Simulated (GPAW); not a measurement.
Crystal: Ta3N.

```xyz
4
Lattice="3.0322 0.0000 0.0000 -1.5161 2.6260 0.0000 0.0000 0.0000 7.5241" Properties=species:S:1:pos:R:3 pbc="T T T"
Ta    1.5161    0.8753    6.2155
Ta    0.0000    1.7507    1.3087
Ta    0.0000    0.0000    3.7621
N     0.0000    0.0000    0.0000
```

The cell comes from a database or a generator and needn't be the stable form of this composition.

Base run:

| Property | Result |
| --- | --- |
| Program | GPAW 26.7.0 |
| Functional | PBE |
| Potentials or basis | GPAW PAW data sets (gpaw-data 1.2.1) |
| Cutoff | 800 eV |
| Basis | pw |
| k mesh | 10 × 10 × 4 |
| Occupations | gaussian, width 0.05 eV |
| Spin | no spin polarisation |

Its results: band gap on the k mesh none (metal or under the smearing width); pressure -0.6 GPa; largest force 0.082 eV/Å.

Question: The run is repeated on the same cell with these changes: functional from PBE to PBEsol; potentials or basis from GPAW PAW data sets (gpaw-data 1.2.1) to PAW data sets generated in the run's folder for this functional. What comes out?

Answer: Band gap on the k mesh none (metal or under the smearing width); pressure -8.0 GPa; largest force 0.356 eV/Å.

Not every run made on this cell is shown here.
